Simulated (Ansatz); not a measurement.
# NiMoIrPdW (I4mm) in Ansatz: relaxation of cell and atoms with PBEsol+D3(BJ)

Aim: the relaxation of cell and atoms of NiMoIrPdW with PBEsol+D3(BJ).

Program: Ansatz 0.2.0. These are calculated values, not measurements. Logs are shortened: lines on timing, memory, paths and dates and some standing lists are left out, and cuts for length are marked.

### 1 The crystal as given

It takes space group I4mm (No. 107, tetragonal). The conventional cell has a = 2.740 Å, b = 2.740 Å, c = 19.433 Å, α = 90.00°, β = 90.00°, γ = 90.00°. Around Ni (site symmetry 4mm) lie 4 Mo at 2.60 Å and 4 Pd at 2.67 Å and 4 Ni at 2.74 Å. Mo (site symmetry 4mm) is surrounded by 4 Ni at 2.60 Å and 4 Mo at 2.74 Å and 4 W at 2.94 Å. Around Pd (site symmetry 4mm) lie 4 Ni at 2.67 Å and 4 Pd at 2.74 Å and 4 Ir at 2.83 Å. Around Ir (site symmetry 4mm) lie 4 W at 2.69 Å and 4 Ir at 2.74 Å and 4 Pd at 2.83 Å. Around W (site symmetry 4mm) lie 4 Ir at 2.69 Å and 4 W at 2.74 Å and 4 Mo at 2.94 Å.

The cell was built by a generator and needn't be a form met in nature.

### 2 Relaxation of cell and atoms, PBEsol+D3(BJ), collinear spin, ferromagnetic start

input.yaml reads:

```yaml
crystal:
  lattice:
    - [-1.37004, 1.37004, 9.71647]
    - [1.37004, -1.37004, 9.71647]
    - [1.37004, 1.37004, -9.71647]
  atoms:
    - { symbol: Ni, position: [0.19862, 0.19862, 0.0], spin: 1.0 }
    - { symbol: Mo, position: [0.60922, 0.60922, 0.0], spin: 1.0 }
    - { symbol: Pd, position: [0.7931, 0.7931, 0.0] }
    - { symbol: Ir, position: [0.39944, 0.39944, 0.0], spin: 0.6 }
    - { symbol: W, position: [0.99565, 0.99565, 0.0] }
hamiltonian:
  xc: pbesol
  pseudopotentials: { kind: paw }
  dispersion: d3bj
magnetization:
  spin_polarized: true
kpoints:
  mp_grid: { grid: [10, 10, 10] }
scf:
  occupations: { method: fermi_dirac, width: 0.05 }
output:
  forces: true
  stress: true
  eigenvalues: true
relax:
  f_tol: 0.01
  max_steps: 40
  cell: { stress_tol: 0.05 }
```

Potentials or basis: Ansatz PAW.

Run with:

```bash
$ ansatz run input.yaml --threads 8 --pin off --max-ram 20480MiB --backend cpu --events-out ev --progress --plain --runs-dir out
```

Standard output:

```text
Warning: RAYON_NUM_THREADS=8 ignored (pool sized by the plan → 8); use --threads N
basis.fft_grid_basis auto: the FFT boxes are laid along the combinations [[1, 0, 1], [0, 1, 1], [0, 0, 1]] of the cell's own vectors, 2.740, 2.740 and 9.908 Å long. The dense box has 20×20×72 points. Along the cell's own vectors, as sized, it would have 72×72×72, 12.96 times as many. Of the 8 symmetry operations that the crystal satisfies within crystal.symmetry.tolerance (time reversal apart; of a slab, those that keep its plane) the dense box along the cell's own vectors carries 8, and the one as laid loses 6 of those. basis.fft_grid_basis: typed keeps the cell's own vectors: state it where this run's energies or levels are differenced outside the engine with another run's, or held beside a run that keeps those vectors.
Engine: ansatz 0.2.0, aarch64-unknown-linux-gnu
Pseudopotentials: kind: paw
Pseudopotential: Ni, paw, valence charge 18, recommended cutoff 420 eV (normal), Ni.paw.azcp
Pseudopotential: Mo, paw, valence charge 14, recommended cutoff 420 eV (normal), Mo.paw.azcp
Pseudopotential: Pd, paw, valence charge 18, recommended cutoff 420 eV (normal), Pd.paw.azcp
Pseudopotential: Ir, paw, valence charge 17, recommended cutoff 420 eV (normal), Ir.paw.azcp
Pseudopotential: W, paw, valence charge 14, recommended cutoff 420 eV (normal), W.paw.azcp
Functional definition: PBEsol
  exchange = pbesol_x
  correlation = pbesol_c
Crystal: 5 atoms, lattice volume = 72.952 Å³
Basis set: ecut = 420 eV, 1445 PW (Γ), FFT grids on a1+a3, a2+a3, a3, exchange–correlation on 40×40×144 points (8 copies of the dense FFT grid, shifted against one another)
Bands: 51, of which v1, the nominal top of the filled ones, is band 41 counted from 1 (40 counted from 0)
Symmetry: 8 space group operations
Space group: I4mm (ITA 107), of the structure as read, at distance tolerance 4.2e-5 Å
Magnetic group: BNS 107.227 (UNI 887), of the structure as read, at distance tolerance 4.2e-5 Å
k-points: 102 of 1000 (time reversal used)
Non-local potential: Ni, projectors of the file, l = 0: 3, l = 1: 2, l = 2: 3, l = 3: 1
Non-local potential: Mo, projectors of the file, l = 0: 3, l = 1: 2, l = 2: 2, l = 3: 1
Non-local potential: Pd, projectors of the file, l = 0: 2, l = 1: 2, l = 2: 2, l = 3: 1
Non-local potential: Ir, projectors of the file, l = 0: 3, l = 1: 2, l = 2: 2, l = 3: 1
Non-local potential: W, projectors of the file, l = 0: 3, l = 1: 2, l = 2: 2, l = 3: 1
PAW form: soft (Blöchl's): semilocal exchange-correlation on the pseudo side does not see the compensation charge
PAW frozen core: Ni, regenerated for the run's functional, and the local potential with it (the file was generated under x = pbe(κ = 0.804, μ = 0.2195149727645171), c = pbe(β = 0.06672455060314922))
PAW frozen core: Mo, regenerated for the run's functional, and the local potential with it (the file was generated under x = pbe(κ = 0.804, μ = 0.2195149727645171), c = pbe(β = 0.06672455060314922))
PAW frozen core: Pd, regenerated for the run's functional, and the local potential with it (the file was generated under x = pbe(κ = 0.804, μ = 0.2195149727645171), c = pbe(β = 0.06672455060314922))
PAW frozen core: Ir, regenerated for the run's functional, and the local potential with it (the file was generated under x = pbe(κ = 0.804, μ = 0.2195149727645171), c = pbe(β = 0.06672455060314922))
PAW frozen core: W, regenerated for the run's functional, and the local potential with it (the file was generated under x = pbe(κ = 0.804, μ = 0.2195149727645171), c = pbe(β = 0.06672455060314922))
PAW one-centre angular grid: Ni, 590 points (default); XC on 64 Gauss nodes
PAW one-centre angular grid: Mo, 590 points (default); XC on 64 Gauss nodes
PAW one-centre angular grid: Pd, 590 points (default); XC on 64 Gauss nodes
PAW one-centre angular grid: Ir, 590 points (default); XC on 64 Gauss nodes
PAW one-centre angular grid: W, 590 points (default); XC on 64 Gauss nodes
Initial density: superposition of atomic densities (chi_scale 0.1, normalization cell)
Starting moments: Σ|m| = 2.6 μB on 3 of 5 sites
Initial wavefunctions: pseudopotential atomic-orbital guess
[... 152 lines left out ...]
SCF iter  17: F=—  HF=-39668.127336 eV  |F-HF|=—  |Δ(HF+E_count)|=  2.91e-11  Δρ=2.01e-8 (↑2.01e-8 ↓2.01e-8)  dr2=1.29e-12  dr2_m=5.32e-18  M=0.000 μB ∫|m|=0.000 μB  β_m=0.47  ethr=1.00e-12  ⟨swp⟩=1.0  Hψ=10404  notcnv=0
SCF iter  18: F=-39668.127336 eV  HF=-39668.127336 eV  |F-HF|=0.00e0  |Δ(HF+E_count)|=  1.46e-11  Δρ=3.87e-8 (↑3.87e-8 ↓3.87e-8)  dr2=9.69e-12  dr2_m=4.56e-19  M=-0.000 μB ∫|m|=0.000 μB  ethr=1.00e-12  ⟨swp⟩=2.0  Hψ=25874  notcnv=0
the starting moments were not kept: the SCF closed with an absolute magnetisation of 1.0e-9 μB, where they sum to 2.6 μB in size (3 sites). That is at most 0.1 of that sum. Measured as dr2_m measures the in/out step, that magnetisation stands 3.3e-19 eV from none, at or under the dr2_threshold of 5.0e-11 eV: it is no larger than a step whose dr2_m would equal this threshold.
SCF 7 converged in 18 iterations: F = -39668.127336 eV  dr2 = 9.69e-12
relax step   7: F+E_penalty+E_count = -39668.12733552 eV  Δ(F+E_penalty+E_count) = +1.706e-3 eV  max|allowed force component| = 7.421e-4 eV/Å  Δτ_max = 0.0000 Å  P = +0.025 GPa  Ω = 68.386 Å³  stress off target by 2.54e-2 GPa  SCF on the basis re-selected at this cell (its energy is not comparable with the rows above)  (18 SCF iters)
basis re-selected at this cell: Δ(F+E_penalty+E_count) = +1.706e-3 eV, ΔP = +0.024 GPa vs the last step (what re-selecting the basis moved, of the pressure what is left beyond the Pulay correction that the steps carried, after the strain that the cell walked since its last selection, with what the two solves' SCF thresholds leave and, on support functions, any second-order correction that the steps lacked; it is no measure of the basis error at this ecutwfc). The dense FFT grid was sized anew with the basis: this SCF ran on 18×18×72 points, the steps before it on 20×20×72, so part of this shift can come from that change (see relax.cell in the input reference). This SCF's stress stands 2.54e-2 GPa from its target on what of the cell is left free (relax.cell.stress_tol is 5.00e-2 GPa) and its largest allowed force component is 7.42e-4 eV/Å (relax.f_tol is 1.00e-2 eV/Å): within both
SCF converged after 18 iterations
Magnetization: -0.0000 μB (40.5000 up, 40.5000 down)
Absolute magnetization: 0.0000 μB (∫|ρ↑−ρ↓|, with the PAW one-centre terms)
Spin contamination: 0.0000 ħ² per cell (⟨S²⟩ above its minimum at these occupations)
Per-site moments (μB) at R_I (Å): [(2.850018155933012e-10, 1.0492866278740907), (-6.91288470087841e-11, 1.0492866278740907), (-8.431492691338985e-11, 1.0705099103940143), (-2.1824733676727494e-10, 1.0993838657329054), (5.43740222266637e-11, 1.0993838657329054)]
Free energy (F): -39668.127336 eV
Harris-Foulkes:  -39668.127336 eV  (|F-HF|=0.00e0)
Internal energy: -39668.102354 eV  (E = F + TS)
E sigma→0 (E₀):  -39668.114845 eV
Entropy (-TS):   -0.024981 eV (-4.996 meV/atom)
Fermi energy:    22.433775 eV
--- Per-component energies (eV) ---
  E_band       = -550.565203
  E_kinetic    = 2319.441106
  E_local      = -8646.412330  (includes V_loc(G=0)·N_el)
  E_nonlocal   = 1079.956313
  E_hartree    = 3574.679248
  E_xc         = -969.811160
  E_vxc        = -1091.984866  (∫ρ·V_xc dr)
  E_paw        = -25949.018998  (= ΣΔE_a)
  E_vpaw       = -1360.924458  (= ΣTr[D̂ρ^β])
  E_aug_tail   = 0.000725  (compensation charges beyond the density's cutoff)
  E_ewald      = -11074.797909
  E_disp       = -3.335539  (pairwise vdW)
  E_core_change = 1.196189  (= ΣΔE_core)
  E_smearing   = -0.024981  (= −TS)
  E_closure    = -0.000000  (closes the sum)
  Σ components = -39668.127336   (vs F -39668.127336, Δ=0.00e0)
--- Forces (eV/Å), atoms counted from 1 ---
  atom   1  Ni     0.00000000    -0.00000000    -0.00001287
  atom   2  Mo     0.00000000     0.00000000     0.00023802
  atom   3  Pd     0.00000000    -0.00000000    -0.00074213
  atom   4  Ir     0.00000000    -0.00000000     0.00024056
  atom   5  W     -0.00000000    -0.00000000     0.00027601
  max |Σ_I F_I| component: 4.09e-7 eV/Å
--- Stress (GPa, compression-positive) ---
        0.024498       0.000000       0.000000
        0.000000       0.024498      -0.000000
        0.000000      -0.000000       0.025396
  P = ⅓ Tr σ = 0.0248 GPa (0.248 kbar)
--- Band table (eV; the first three rows and the last of 204) ---
  k-point 0 ↑: bands = ["-80.3995", "-69.8881", "-62.1073", "-51.2609", "-40.9918", "-40.8986", "-40.8986", "-38.3245", "-27.8877", "-27.7016", "-27.7016", "-26.7695", "-26.5326", "-26.5326", "-15.6505", "-15.0002", "-15.0002", "-12.4615", "-11.8311", "-11.8311", "12.9634", "15.2358", "15.4721", "16.1633", "16.3197", "17.3276", "17.4730", "18.4324", "19.3421", "19.6136", "19.6136", "20.1699", "20.6285", "20.7998", "20.7998", "21.1526", "21.2811", "21.5030", "21.5030", "21.7358", "22.5817", "22.8071", "23.5043", "23.8668", "23.8668", "24.5928", "25.8882", "26.2020", "26.2020", "27.1917", "36.2686"]
  k-point 1 ↑: bands = ["-80.3987", "-69.8830", "-62.1023", "-51.2457", "-40.9903", "-40.9037", "-40.9031", "-38.2980", "-27.8808", "-27.7296", "-27.7271", "-26.7610", "-26.5770", "-26.5747", "-15.6242", "-15.1095", "-15.0979", "-12.4362", "-11.9403", "-11.9308", "13.5596", "15.6975", "15.9449", "16.5542", "16.7037", "17.6927", "17.7424", "18.7552", "19.0936", "19.6673", "19.7465", "19.7721", "20.5632", "20.5937", "20.8456", "21.0393", "21.1637", "21.4272", "21.5556", "21.6251", "21.8256", "22.3091", "23.2474", "23.5090", "23.6858", "25.2465", "25.9115", "26.0502", "26.9046", "27.8765", "34.9139"]
  k-point 2 ↑: bands = ["-80.3966", "-69.8697", "-62.0891", "-51.2061", "-40.9865", "-40.9164", "-40.9150", "-38.2289", "-27.8632", "-27.7992", "-27.7936", "-26.7409", "-26.6879", "-26.6839", "-15.5572", "-15.3756", "-15.3476", "-12.3738", "-12.2079", "-12.1854", "15.0903", "16.7060", "17.1474", "17.4242", "17.6249", "18.1508", "18.4587", "18.5676", "19.0449", "19.4137", "19.5561", "19.8624", "20.0550", "20.0692", "20.3725", "20.5999", "20.9625", "21.3635", "21.4516", "21.4554", "22.1782", "22.1881", "23.1804", "23.5376", "23.9504", "24.9226", "25.5044", "25.6763", "28.6961", "29.9183", "33.0153"]
  k-point 101 ↓: bands = ["-80.3995", "-69.8881", "-62.1073", "-51.2609", "-40.9918", "-40.8986", "-40.8986", "-38.3245", "-27.8877", "-27.7016", "-27.7016", "-26.7695", "-26.5326", "-26.5326", "-15.6504", "-15.0002", "-15.0002", "-12.4614", "-11.8311", "-11.8311", "13.0951", "14.6165", "15.5477", "16.1537", "16.8591", "17.4243", "17.5830", "18.2128", "19.5260", "19.6337", "19.6337", "20.3143", "20.5625", "20.6556", "20.6556", "21.1038", "21.1532", "21.7294", "21.7294", "21.7343", "22.3152", "22.6294", "22.8083", "23.6609", "23.6609", "25.8192", "25.8871", "26.3498", "26.3498", "27.1924", "34.7447"]
--- Relaxed structure (6 steps of the walk, 5 accepted, 1 SCFs on fresh bases) ---
  F+E_penalty+E_count = -39668.12733552 eV   max|allowed force component| = 7.421e-4 eV/Å   (the final SCF, on the basis selected at the relaxed cell)
  cell:  # Å, volume = 68.3856 Å³
    - [-1.3399452559125937, 1.3399452559125937, 9.522058314579855]
    - [1.3399452559125937, -1.3399452559125937, 9.522058314579855]
    - [1.3399452559125937, 1.3399452559125937, -9.522058314579855]
  atoms:
    - { symbol: Ni, position: [0.19941793619798973, 0.19941793619798973, -7.166884242282269e-18] }
    - { symbol: Mo, position: [0.6103118034511971, 0.6103118034511971, -2.3794543992950558e-17] }
    - { symbol: Pd, position: [0.7925249663631939, 0.7925249663631939, -3.364450390568814e-17] }
    - { symbol: Ir, position: [0.3976835461091631, 0.3976835461091631, -1.8905234222417186e-17] }
    - { symbol: W, position: [0.9960917478784567, 0.9960917478784567, -4.0681817206364624e-17] }
```

Wall time 2 min (8 threads of Arm Neoverse V2, shared host); peak memory 0.98 GiB.

Results:

```
Free energy                            : -39668.1273 eV
Relaxed volume                         : 13.68 Å³/atom
Relaxed cell                           : a = 9.709 Å, b = 9.709 Å, c = 9.709 Å, α = 164.13°, β = 164.13°, γ = 22.51°
Space group after relaxing (to 0.05 Å) : I4mm (No. 107)
Energy gained by relaxing              : 48.6 meV/atom
Ionic steps                            : 6
Pressure after relaxing                : 0.0 GPa
Band gap on the k mesh                 : none (metal or under the smearing width)
Net moment                             : 0.00 μB per cell
Absolute moment                        : 0.00 μB per cell
```

Step by step:
```tsv
step	energy change (eV)	largest force (eV/Å)	volume (Å³)
1	0.0000	0.1461	72.95
2	-0.2350	0.1145	69.19
3	-0.2442	0.0410	68.28
4	-0.2445	0.0144	68.38
5	-0.2445	0.0006	68.39
6	-0.2428	0.0007	68.39
```

Final structure:
```yaml
crystal:
  lattice:
    - [-1.33995, 1.33995, 9.52206]
    - [1.33995, -1.33995, 9.52206]
    - [1.33995, 1.33995, -9.52206]
  atoms:
    - { symbol: Ni, position: [0.19942, 0.19942, 0.00000] }
    - { symbol: Mo, position: [0.61031, 0.61031, 0.00000] }
    - { symbol: Pd, position: [0.79252, 0.79252, 0.00000] }
    - { symbol: Ir, position: [0.39768, 0.39768, 0.00000] }
    - { symbol: W, position: [0.99609, 0.99609, 0.00000] }
```

Levels at points of the mesh, in eV from the Fermi level:
Spin up:
```csv
k point,band 38,band 39,band 40,band 41,band 42,band 43,band 44,band 45
"(0.00, 0.00, 0.00)",-0.93,-0.93,-0.70,0.15,0.37,1.07,1.43,1.43
"(0.00, 0.00, -0.50)",0.14,0.19,2.11,2.20,2.59,2.89,3.00,5.19
"(0.00, -0.50, 0.00)",-1.11,-1.02,-0.78,0.37,0.70,0.92,1.36,1.50
"(-0.50, -0.50, -0.50)",-0.70,-0.70,-0.70,-0.12,0.20,0.37,1.23,1.23
```
Spin down:
| k point | band 38 | band 39 | band 40 | band 41 | band 42 | band 43 | band 44 | band 45 |
| --- | --- | --- | --- | --- | --- | --- | --- | --- |
| (0.00, 0.00, 0.00) | -0.93 | -0.93 | -0.70 | 0.15 | 0.37 | 1.07 | 1.43 | 1.43 |
| (0.00, 0.00, -0.50) | 0.14 | 0.19 | 2.11 | 2.20 | 2.59 | 2.89 | 3.00 | 5.19 |
| (0.00, -0.50, 0.00) | -1.11 | -1.02 | -0.78 | 0.37 | 0.70 | 0.92 | 1.36 | 1.50 |
| (-0.50, -0.50, -0.50) | -0.70 | -0.70 | -0.70 | -0.12 | 0.20 | 0.37 | 1.23 | 1.23 |

Caveat: the plane-wave basis is chosen anew once the cell has moved, so the energies of steps on either side of that aren't comparable; pairwise dispersion overbinds metals, which lowers pressure and volume; the PAW data sets come from PBE, with cores solved anew for the run's functional, which leaves a small shift of forces and pressure; the starting moments weren't kept. Spin-orbit coupling is left out, which matters for the levels of Ir, W.
